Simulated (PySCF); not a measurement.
**As, As⁺: ionisation energy in def2-TZVP**

Each state of arsenic is computed at each level; their differences give the ionisation energy. How far do the methods differ?

Method: unrestricted determinants in a Gaussian basis, no spin-orbit coupling in the energies. Code: PySCF 2.14.0.

7 further runs of the same task are left out: 7 set aside as unsound or not needed.

### Step 1. The system

| Property | Result |
| --- | --- |
| Element | arsenic (Z = 33) |
| Basis | def2-TZVP (6s5p4d1f, 48 functions) |
| Hamiltonian | no relativity, point nucleus |
| State 1 | As: [Ar] 3d10 4s2 4p3, high-spin 4S determinant |
| State 2 | As⁺: [Ar] 3d10 4s2 4p2, high-spin 3P determinant |
| Methods | UHF, M06-L, LDA, MP2, CCSD(T) |
| Core shells frozen in the correlated runs | valence: [Ar] 3d10 (for As) |

Outer shells as boxes (Hund's rule):

As [Ar] 3d10 4s2 4p3
```
[Ar] core
3d [↑↓][↑↓][↑↓][↑↓][↑↓]
4s [↑↓]
4p [↑ ][↑ ][↑ ]
```

As+ [Ar] 3d10 4s2 4p2
```
[Ar] core
3d [↑↓][↑↓][↑↓][↑↓][↑↓]
4s [↑↓]
4p [↑ ][↑ ][  ]
```

The runs were made by one driver on top of PySCF. The scripts below sum up each run's settings (the driver also hands on starting orbitals that pick excited configurations, and frozen orbitals as a list rather than a count), and the logs come from the driver's own runs. The driver starts from symmetry-adapted Hartree-Fock orbitals, holds the occupation by maximum overlap and uses a logarithmic radial grid for functionals, so a plain start would take other cycles.

The driver's launch:

```
$ OMP_NUM_THREADS=1 python atomrun2.py TASK.json OUT
```

The integrals over 48 functions and the set-up took 0.15 s of CPU time.

### Step 2. As: the ladder of methods

UHF:

The input, input.py:

```python
from pyscf import gto, scf, dft, mp, cc
import basis_set_exchange as bse
mol = gto.M(atom="As 0 0 0", charge=0, spin=3, symmetry="D2h",
            basis=gto.basis.parse(bse.get_basis("def2-TZVP", elements=["As"], fmt="nwchem", header=False)))
mf = scf.UHF(mol)
mf.irrep_nelec = {'Ag': (6, 6), 'B1g': (1, 1), 'B2g': (1, 1), 'B3g': (1, 1), 'B1u': (3, 2), 'B2u': (3, 2), 'B3u': (3, 2)}
mf.kernel()
```

What it wrote:

```text
damping factor = 0
level_shift factor = 0
DIIS = <class 'pyscf.scf.diis.CDIIS'>
diis_start_cycle = 1
diis_space = 10
diis_damp = 0
SCF conv_tol = 1e-09
SCF conv_tol_grad = None
number electrons alpha = 18  beta = 15
cycle= 1 E= -2234.19416755742  delta_E= -3.46e-11  |g|= 2.21e-06  |ddm|= 1.83e-05
converged SCF energy = -2234.19416755742  <S^2> = 3.750876  2S+1 = 4.000438
```

Time after the integrals: 0.13 s (1 thread of Neoverse-V2, shared host).

Orbital energies by shell (radii are means over both spins):

```
shell  electrons  mean orbital energy (eV)  spread (eV)  rms radius (bohr)
 1s α          1                  -11771.3            0             0.0537
 1s β          1                  -11771.1            0             0.0537
 2s α          1                   -1532.3            0              0.224
 2s β          1                   -1532.2            0              0.224
 2p α          3                   -1364.8            0              0.198
 2p β          3                   -1364.6            0              0.198
 3s α          1                   -218.66            0              0.650
 3s β          1                   -218.27            0              0.650
 3p α          3                   -160.27            0              0.671
 3p β          3                   -159.72            0              0.671
 3d α          5                   -57.571            0              0.747
 3d β          5                   -57.305            0              0.747
 4s α          1                   -22.153            0               2.18
 4s β          1                   -15.106            0               2.18
 4p α          3                   -10.039            0               2.70
```

⟨S²⟩ = 3.751, ⟨L²⟩ = 0.00.

M06-L:

input.py differs from the last one in:

```diff
@@ -4,3 +4,3 @@
             basis=gto.basis.parse(bse.get_basis("def2-TZVP", elements=["As"], fmt="nwchem", header=False)))
-mf = scf.UHF(mol)
+mf = dft.UKS(mol, xc="M06L")
 mf.irrep_nelec = {'Ag': (6, 6), 'B1g': (1, 1), 'B2g': (1, 1), 'B3g': (1, 1), 'B1u': (3, 2), 'B2u': (3, 2), 'B3u': (3, 2)}
```

What it wrote:

```text
damping factor = 0
level_shift factor = 0
DIIS = <class 'pyscf.scf.diis.CDIIS'>
diis_start_cycle = 1
diis_space = 10
diis_damp = 0
SCF conv_tol = 1e-09
SCF conv_tol_grad = None
number electrons alpha = 18  beta = 15
XC functionals = M06L
    Y. Zhao and D. G. Truhlar.,  J. Chem. Phys. 125, 194101 (2006)
    Y. Zhao and D. G. Truhlar.,  J. Chem. Phys. 125, 194101 (2006)
    Y. Zhao and D. G. Truhlar.,  Theor. Chem. Acc. 120, 215 (2008)
cycle= 1 E= -2235.7360786933  delta_E= -0.00579  |g|= 0.0652  |ddm|= 0.148
cycle= 2 E= -2235.7360500561  delta_E= 2.86e-05  |g|= 0.0654  |ddm|= 0.0482
cycle= 3 E= -2235.73659738224  delta_E= -0.000547  |g|= 0.00152  |ddm|= 0.0253
cycle= 4 E= -2235.73659806688  delta_E= -6.85e-07  |g|= 0.000275  |ddm|= 0.00243
cycle= 5 E= -2235.73659810227  delta_E= -3.54e-08  |g|= 2.37e-05  |ddm|= 0.000603
cycle= 6 E= -2235.73659810249  delta_E= -2.16e-10  |g|= 5.23e-07  |ddm|= 4.15e-05
converged SCF energy = -2235.73659810249  <S^2> = 3.7509047  2S+1 = 4.0004523
```

Time after the integrals: 1.1 s (1 thread of Neoverse-V2, shared host).

LDA:

input.py differs from the last one in:

```diff
@@ -4,3 +4,3 @@
             basis=gto.basis.parse(bse.get_basis("def2-TZVP", elements=["As"], fmt="nwchem", header=False)))
-mf = dft.UKS(mol, xc="M06L")
+mf = dft.UKS(mol, xc="LDA,VWN")
 mf.irrep_nelec = {'Ag': (6, 6), 'B1g': (1, 1), 'B2g': (1, 1), 'B3g': (1, 1), 'B1u': (3, 2), 'B2u': (3, 2), 'B3u': (3, 2)}
```

What it wrote:

```text
damping factor = 0
level_shift factor = 0
DIIS = <class 'pyscf.scf.diis.CDIIS'>
diis_start_cycle = 1
diis_space = 10
diis_damp = 0
SCF conv_tol = 1e-09
SCF conv_tol_grad = None
number electrons alpha = 18  beta = 15
XC functionals = LDA,VWN
    P. A. M. Dirac.,  Math. Proc. Cambridge Philos. Soc. 26, 376 (1930)
    F. Bloch.,  Z. Phys. 57, 545 (1929)
    S. H. Vosko, L. Wilk, and M. Nusair.,  Can. J. Phys. 58, 1200 (1980)
cycle= 1 E= -2232.50929083869  delta_E= -0.0126  |g|= 0.221  |ddm|= 0.252
cycle= 2 E= -2232.50820443016  delta_E= 0.00109  |g|= 0.233  |ddm|= 0.148
cycle= 3 E= -2232.51484016123  delta_E= -0.00664  |g|= 0.00958  |ddm|= 0.0898
cycle= 4 E= -2232.51487574147  delta_E= -3.56e-05  |g|= 0.000176  |ddm|= 0.0153
cycle= 5 E= -2232.51487574532  delta_E= -3.85e-09  |g|= 2.88e-06  |ddm|= 9.86e-05
cycle= 6 E= -2232.51487574532  delta_E= -3.18e-12  |g|= 2.36e-07  |ddm|= 5.24e-06
converged SCF energy = -2232.51487574532  <S^2> = 3.7502984  2S+1 = 4.0001492
```

Time after the integrals: 0.28 s (1 thread of Neoverse-V2, shared host).

MP2 (valence):

The input, input.py:

```python
from pyscf import gto, scf, dft, mp, cc
import basis_set_exchange as bse
mol = gto.M(atom="As 0 0 0", charge=0, spin=3, symmetry="D2h",
            basis=gto.basis.parse(bse.get_basis("def2-TZVP", elements=["As"], fmt="nwchem", header=False)))
mf = scf.UHF(mol)
mf.irrep_nelec = {'Ag': (6, 6), 'B1g': (1, 1), 'B2g': (1, 1), 'B3g': (1, 1), 'B1u': (3, 2), 'B2u': (3, 2), 'B3u': (3, 2)}
mf.kernel()
mp.UMP2(mf, frozen=14).kernel()
```

No log was kept for this step.

It took 0.03 s on 1 thread of Neoverse-V2, shared host, the integrals not counted.

With 5 electrons correlated, the MP2 correlation energy is -0.07172 hartree (-0.01910 same spin, -0.05262 opposite spin); the SCS form gives -0.06951. Largest pairs of shells: 4s-4p -0.0468, 4p-4p -0.0154, 4s-4s -0.0096.

CCSD(T) (valence):

input.py differs from the last one in:

```diff
@@ -7,2 +7,3 @@
 mf.kernel()
-mp.UMP2(mf, frozen=14).kernel()
+mycc = cc.CCSD(mf, frozen=14).run()
+mycc.ccsd_t()
```

What it wrote:

```text
CC2 = 0
CCSD nocc = (np.int64(4), np.int64(1)), nmo = (34, 34)
frozen orbitals [[0, 1, 2, 3, 4, 5, 6, 7, 8, 9, 10, 11, 12, 13], [0, 1, 2, 3, 4, 5, 6, 7, 8, 9, 10, 11, 12, 13]]
max_cycle = 100
direct = 0
conv_tol = 1e-08
conv_tol_normt = 1e-06
diis_space = 8
diis_start_cycle = 0
Init t2, MP2 energy = -0.0717173195242698
Init E_corr(UCCSD) = -0.0717173195274398
cycle = 1  E_corr(UCCSD) = -0.0829551147644677  dE = -0.0112377952  norm(t1,t2) = 0.0377977
cycle = 2  E_corr(UCCSD) = -0.0851096124229818  dE = -0.00215449766  norm(t1,t2) = 0.010274
cycle = 3  E_corr(UCCSD) = -0.0859146887467709  dE = -0.000805076324  norm(t1,t2) = 0.00359506
cycle = 4  E_corr(UCCSD) = -0.0859011336299895  dE = 1.35551168e-05  norm(t1,t2) = 0.000503151
cycle = 5  E_corr(UCCSD) = -0.0859004528554395  dE = 6.8077455e-07  norm(t1,t2) = 5.20833e-05
cycle = 6  E_corr(UCCSD) = -0.0859002962733634  dE = 1.56582076e-07  norm(t1,t2) = 9.9073e-06
cycle = 7  E_corr(UCCSD) = -0.0859004199159512  dE = -1.23642588e-07  norm(t1,t2) = 2.1891e-06
cycle = 8  E_corr(UCCSD) = -0.085900378614043  dE = 4.13019082e-08  norm(t1,t2) = 2.69585e-07
cycle = 9  E_corr(UCCSD) = -0.0859003816498328  dE = -3.0357898e-09  norm(t1,t2) = 4.63317e-08
UCCSD converged
E(UCCSD) = -2234.280067939069  E_corr = -0.08590038164983278
UCCSD(T) correction = -0.00285772895301884
```

It took 0.64 s on 1 thread of Neoverse-V2, shared host, the integrals not counted.

CCSD correlation -0.08590 hartree, triples -0.00286; total -2234.282926. T1 = 0.003, largest double amplitude 0.055.

Radial density 4πr²ρ of As at UHF:

```
r (bohr)  density  spin density
0.000642    0.122         0.000
 0.00108    0.337         0.000
 0.00182    0.907         0.000
 0.00305     2.37         0.000
 0.00514     5.84         0.000
 0.00864     13.1         0.000
  0.0145     25.2         0.000
  0.0244     37.6         0.003
  0.0411     38.8         0.018
  0.0692     32.7         0.056
   0.116     43.8         0.076
   0.196     40.2        -0.011
   0.329     24.6         0.069
   0.554     30.1         0.113
   0.931     10.7         0.078
    1.57     3.13         1.139
    2.63     1.70         1.125
    4.43    0.230         0.196
    7.45  0.00117         0.001
```

### Step 3. As⁺: the ladder of methods

UHF:

The input, input.py:

```python
from pyscf import gto, scf, dft, mp, cc
import basis_set_exchange as bse
mol = gto.M(atom="As 0 0 0", charge=1, spin=2, symmetry="D2h",
            basis=gto.basis.parse(bse.get_basis("def2-TZVP", elements=["As"], fmt="nwchem", header=False)))
mf = scf.UHF(mol)
mf.irrep_nelec = {'Ag': (6, 6), 'B1g': (1, 1), 'B2g': (1, 1), 'B3g': (1, 1), 'B1u': (3, 2), 'B2u': (3, 2), 'B3u': (2, 2)}
mf.kernel()
```

What it wrote:

```text
damping factor = 0
level_shift factor = 0
DIIS = <class 'pyscf.scf.diis.CDIIS'>
diis_start_cycle = 1
diis_space = 10
diis_damp = 0
SCF conv_tol = 1e-09
SCF conv_tol_grad = None
number electrons alpha = 17  beta = 15
cycle= 1 E= -2233.84641392745  delta_E= -0.00339  |g|= 0.021  |ddm|= 0.0533
cycle= 2 E= -2233.84683411123  delta_E= -0.00042  |g|= 0.00768  |ddm|= 0.0184
cycle= 3 E= -2233.84690075145  delta_E= -6.66e-05  |g|= 0.000429  |ddm|= 0.0108
cycle= 4 E= -2233.84690091476  delta_E= -1.63e-07  |g|= 0.00015  |ddm|= 0.000824
cycle= 5 E= -2233.84690092038  delta_E= -5.62e-09  |g|= 2.68e-05  |ddm|= 0.000158
cycle= 6 E= -2233.84690092117  delta_E= -7.92e-10  |g|= 3.95e-06  |ddm|= 0.000109
converged SCF energy = -2233.84690092117  <S^2> = 2.0094356  2S+1 = 3.0062838
```

It took 0.21 s on 1 thread of Neoverse-V2, shared host, the integrals not counted.

The occupied shells:

```
shell  electrons  mean orbital energy (eV)  spread (eV)  rms radius (bohr)
 1s α          1                  -11781.5            0             0.0537
 1s β          1                  -11781.3            0             0.0537
 2s α          1                   -1542.4            0              0.224
 2s β          1                   -1542.4            0              0.224
 2p α          3                   -1375.0        0.051              0.198
 2p β          3                   -1374.8        0.172              0.198
 3s α          1                   -228.75            0              0.649
 3s β          1                   -228.42            0              0.649
 3p α          3                   -170.30        0.049              0.671
 3p β          3                   -169.85        0.575              0.671
 3d α          5                   -67.642        0.340              0.745
 3d β          5                   -67.424        0.570              0.745
 4s α          1                   -29.929            0               2.09
 4s β          1                   -24.810            0               2.09
 4p α          2                   -18.450            0               2.51
```

⟨S²⟩ = 2.009, ⟨L²⟩ = 2.03.

M06-L:

input.py differs from the last one in:

```diff
@@ -4,3 +4,3 @@
             basis=gto.basis.parse(bse.get_basis("def2-TZVP", elements=["As"], fmt="nwchem", header=False)))
-mf = scf.UHF(mol)
+mf = dft.UKS(mol, xc="M06L")
 mf.irrep_nelec = {'Ag': (6, 6), 'B1g': (1, 1), 'B2g': (1, 1), 'B3g': (1, 1), 'B1u': (3, 2), 'B2u': (3, 2), 'B3u': (2, 2)}
```

What it wrote:

```text
damping factor = 0
level_shift factor = 0
DIIS = <class 'pyscf.scf.diis.CDIIS'>
diis_start_cycle = 1
diis_space = 10
diis_damp = 0
SCF conv_tol = 1e-09
SCF conv_tol_grad = None
number electrons alpha = 17  beta = 15
XC functionals = M06L
    Y. Zhao and D. G. Truhlar.,  J. Chem. Phys. 125, 194101 (2006)
    Y. Zhao and D. G. Truhlar.,  J. Chem. Phys. 125, 194101 (2006)
    Y. Zhao and D. G. Truhlar.,  Theor. Chem. Acc. 120, 215 (2008)
cycle= 1 E= -2235.37912215185  delta_E= -0.00786  |g|= 0.0673  |ddm|= 0.158
cycle= 2 E= -2235.37917213229  delta_E= -5e-05  |g|= 0.0657  |ddm|= 0.0502
cycle= 3 E= -2235.37970790494  delta_E= -0.000536  |g|= 0.00148  |ddm|= 0.0238
cycle= 4 E= -2235.37970886737  delta_E= -9.62e-07  |g|= 0.000269  |ddm|= 0.00288
cycle= 5 E= -2235.37970888728  delta_E= -1.99e-08  |g|= 8.68e-06  |ddm|= 0.000402
cycle= 6 E= -2235.37970888735  delta_E= -6.73e-11  |g|= 1.59e-06  |ddm|= 2.74e-05
converged SCF energy = -2235.37970888735  <S^2> = 2.0032721  2S+1 = 3.0021806
```

Time after the integrals: 0.99 s (1 thread of Neoverse-V2, shared host).

LDA:

input.py differs from the last one in:

```diff
@@ -4,3 +4,3 @@
             basis=gto.basis.parse(bse.get_basis("def2-TZVP", elements=["As"], fmt="nwchem", header=False)))
-mf = dft.UKS(mol, xc="M06L")
+mf = dft.UKS(mol, xc="LDA,VWN")
 mf.irrep_nelec = {'Ag': (6, 6), 'B1g': (1, 1), 'B2g': (1, 1), 'B3g': (1, 1), 'B1u': (3, 2), 'B2u': (3, 2), 'B3u': (2, 2)}
```

What it wrote:

```text
damping factor = 0
level_shift factor = 0
DIIS = <class 'pyscf.scf.diis.CDIIS'>
diis_start_cycle = 1
diis_space = 10
diis_damp = 0
SCF conv_tol = 1e-09
SCF conv_tol_grad = None
number electrons alpha = 17  beta = 15
XC functionals = LDA,VWN
    P. A. M. Dirac.,  Math. Proc. Cambridge Philos. Soc. 26, 376 (1930)
    F. Bloch.,  Z. Phys. 57, 545 (1929)
    S. H. Vosko, L. Wilk, and M. Nusair.,  Can. J. Phys. 58, 1200 (1980)
cycle= 1 E= -2232.13976668936  delta_E= -0.0125  |g|= 0.223  |ddm|= 0.241
cycle= 2 E= -2232.13874971631  delta_E= 0.00102  |g|= 0.234  |ddm|= 0.149
cycle= 3 E= -2232.14541198853  delta_E= -0.00666  |g|= 0.00573  |ddm|= 0.0875
cycle= 4 E= -2232.14542073542  delta_E= -8.75e-06  |g|= 7.75e-05  |ddm|= 0.00753
cycle= 5 E= -2232.14542073801  delta_E= -2.59e-09  |g|= 6.1e-06  |ddm|= 0.000119
cycle= 6 E= -2232.14542073803  delta_E= -1.73e-11  |g|= 5.86e-07  |ddm|= 5.69e-06
converged SCF energy = -2232.14542073803  <S^2> = 2.0008361  2S+1 = 3.0005574
```

It took 0.28 s on 1 thread of Neoverse-V2, shared host, the integrals not counted.

MP2 (valence):

The input, input.py:

```python
from pyscf import gto, scf, dft, mp, cc
import basis_set_exchange as bse
mol = gto.M(atom="As 0 0 0", charge=1, spin=2, symmetry="D2h",
            basis=gto.basis.parse(bse.get_basis("def2-TZVP", elements=["As"], fmt="nwchem", header=False)))
mf = scf.UHF(mol)
mf.irrep_nelec = {'Ag': (6, 6), 'B1g': (1, 1), 'B2g': (1, 1), 'B3g': (1, 1), 'B1u': (3, 2), 'B2u': (3, 2), 'B3u': (2, 2)}
mf.kernel()
mp.UMP2(mf, frozen=14).kernel()
```

This step left no log, only its results.

It took 0.03 s on 1 thread of Neoverse-V2, shared host, the integrals not counted.

With 4 electrons correlated, the MP2 correlation energy is -0.05425 hartree (-0.00894 same spin, -0.04532 opposite spin); the SCS form gives -0.05736. Largest pairs of shells: 4s-4p -0.0336, 4s-4s -0.0154, 4p-4p -0.0053.

CCSD(T) (valence):

input.py differs from the last one in:

```diff
@@ -7,2 +7,3 @@
 mf.kernel()
-mp.UMP2(mf, frozen=14).kernel()
+mycc = cc.CCSD(mf, frozen=14).run()
+mycc.ccsd_t()
```

What it wrote:

```text
CC2 = 0
CCSD nocc = (np.int64(3), np.int64(1)), nmo = (34, 34)
frozen orbitals [[0, 1, 2, 3, 4, 5, 6, 7, 8, 9, 10, 11, 12, 13], [0, 1, 2, 3, 4, 5, 6, 7, 8, 9, 10, 11, 12, 13]]
max_cycle = 100
direct = 0
conv_tol = 1e-08
conv_tol_normt = 1e-06
diis_space = 8
diis_start_cycle = 0
Init t2, MP2 energy = -0.0542536222172482
Init E_corr(UCCSD) = -0.0542536222276497
cycle = 1  E_corr(UCCSD) = -0.0652599390488149  dE = -0.0110063168  norm(t1,t2) = 0.0436775
cycle = 2  E_corr(UCCSD) = -0.0681423504028363  dE = -0.00288241135  norm(t1,t2) = 0.0161692
cycle = 3  E_corr(UCCSD) = -0.0697856370840122  dE = -0.00164328668  norm(t1,t2) = 0.00722242
cycle = 4  E_corr(UCCSD) = -0.0697702562870896  dE = 1.53807969e-05  norm(t1,t2) = 0.00120467
cycle = 5  E_corr(UCCSD) = -0.0697772794208274  dE = -7.02313374e-06  norm(t1,t2) = 0.000156621
cycle = 6  E_corr(UCCSD) = -0.069775523582866  dE = 1.75583796e-06  norm(t1,t2) = 3.15971e-05
cycle = 7  E_corr(UCCSD) = -0.069776367390013  dE = -8.43807147e-07  norm(t1,t2) = 4.21135e-06
cycle = 8  E_corr(UCCSD) = -0.0697761456539295  dE = 2.21736084e-07  norm(t1,t2) = 8.97831e-07
cycle = 9  E_corr(UCCSD) = -0.069776165262667  dE = -1.96087376e-08  norm(t1,t2) = 1.61547e-07
cycle = 10  E_corr(UCCSD) = -0.0697761684542134  dE = -3.19154644e-09  norm(t1,t2) = 3.56993e-08
UCCSD converged
E(UCCSD) = -2233.916677089623  E_corr = -0.06977616845421344
UCCSD(T) correction = -0.00169699825703606
```

Time after the integrals: 0.54 s (1 thread of Neoverse-V2, shared host).

CCSD correlation -0.06978 hartree, triples -0.00170; total -2233.918374. T1 = 0.008, largest double amplitude 0.096.

Radial density 4πr²ρ of As⁺ at UHF:

```
r (bohr)   density  spin density
0.000642     0.122         0.000
 0.00108     0.337         0.000
 0.00182     0.907         0.000
 0.00305      2.37         0.000
 0.00514      5.84         0.000
 0.00864      13.1         0.000
  0.0145      25.2         0.000
  0.0244      37.6         0.003
  0.0411      38.8         0.014
  0.0692      32.7         0.044
   0.116      43.8         0.061
   0.196      40.2        -0.008
   0.329      24.6         0.058
   0.554      30.1         0.092
   0.931      10.7         0.067
    1.57      2.97         0.899
    2.63      1.27         0.737
    4.43     0.108         0.083
    7.45  0.000461         0.000
```

### Step 4. Orbital energies side by side

Highest occupied Hartree-Fock shell of each state: As 4p α at -10.039 eV; As⁺ 4p α at -18.450 eV.

### Step 5. The energy differences

Ionisation energy: As [Ar] 3d10 4s2 4p3 (4S) → As⁺ [Ar] 3d10 4s2 4p2 (3P).

```
           method  value (eV)  less the reference (eV)  CPU time, both states (s)
              UHF       9.450                   -0.558                       0.34
            M06-L       9.711                   -0.296                          2
              LDA      10.053                   +0.046                       0.56
    MP2 (valence)       9.925                   -0.083                        0.4
SCS-MP2 (valence)       9.780                   -0.227                        0.4
   CCSD (valence)       9.888                   -0.119                           
CCSD(T) (valence)       9.920                   -0.088                        1.5
```

Reference: 10.008 eV (measured; NIST levels, between the centres of gravity of the two terms). The calculation is non-relativistic, which matters at this Z. Errors of the correlated levels include the incompleteness of this basis.

Times are CPU seconds on a shared host without the integrals; correlated rows include their Hartree-Fock run, whose time holds the symmetry-adapted start and any spin-orbit constants, while functionals begin from orbitals already made.

### Step 6. Summary of results

| quantity | value |
| --- | --- |
| ionisation energy, As | UHF 9.450, CCSD(T) (valence) 9.920 eV; reference 10.008 |

Each level's miss and price (over 1 difference):

```
           method  mean absolute miss against CCSD(T) (valence) (eV)  CPU time, both states (s)
              UHF                                              0.470                       0.34
            M06-L                                              0.209                          2
              LDA                                              0.133                       0.56
    MP2 (valence)                                              0.005                        0.4
SCS-MP2 (valence)                                              0.140                        0.4
   CCSD (valence)                                              0.032                           
CCSD(T) (valence)                                              0.000                        1.5
```

The methods span 0.604 eV, from UHF (9.450) to LDA (10.053). The reference is uncertain or not like for like (spin-orbit coupling or other relativistic terms), so no ranking of close methods is drawn. All values hold for this basis alone; no basis-set limit was taken. The dearest level timed, M06-L, costs 6 times the cheapest, UHF, and differs from CCSD(T) (valence) by 0.21 against 0.47 eV; CCSD(T) (valence) in this basis is a yardstick, not the exact answer.
